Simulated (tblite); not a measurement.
# C6H7N2S: the cost of one run

Computed with tblite 0.8.0 and PySCF 2.14.0, with density-fitted response routines of our own, on a single molecule in the gas phase. Atoms count from 0, in the outputs and in this text.

### Step 1. Starting geometry

16 atoms, charge 0, multiplicity 2; geometry from: force field or distance geometry start.

Bonds of the start (Å): C0–C1 1.47, C1–C2 1.53, C2–C3 1.52, C3–C4 1.47, C4–C5 1.35, C5–N6 1.33, N6–S7 1.68, S7–N8 1.56, C3–C1 1.48, N8–C4 1.35, C0–H9 1.14, C0–H10 1.08, C0–H11 1.12, C1–H12 1.13, C2–H13 1.10, C3–H14 1.10, C5–H15 1.10.

### Step 2. Geometry optimisation with GFN2-xTB

Job settings and geometry (Å):

```
{"job": {"kind": "relax", "xc": "GFN2-xTB", "basis": "xTB"}, "charge": 0, "multiplicity": 2}
C     -1.455900     1.042300    -0.581200
C     -1.352100    -0.376100    -0.227000
C     -0.938800    -0.701100     1.210800
C     -0.096200    -1.117300     0.021700
C      1.237800    -0.498100     0.026500
C      1.495500     0.782800     0.375200
N      2.774800     1.134800     0.283900
S      3.680700    -0.167800    -0.256000
N      2.405700    -1.068000    -0.338700
H     -2.421200     1.153000    -1.174600
H     -0.667700     1.347400    -1.258800
H     -1.625400     1.740000     0.274600
H     -2.216500    -1.027400    -0.534000
H     -1.424500    -1.537700     1.727000
H     -0.124200    -2.175500    -0.288700
H      0.720300     1.477600     0.727900
```

On the command line:

```
$ OMP_NUM_THREADS=1 python probes_run.py task.json out
```

This one command runs all jobs of the session in turn.

**Question.** How long does this first job take on 1 thread of Arm Neoverse N1, shared host, and how much memory does it need?

About 1.3 s, with a peak of 0.18 GiB.
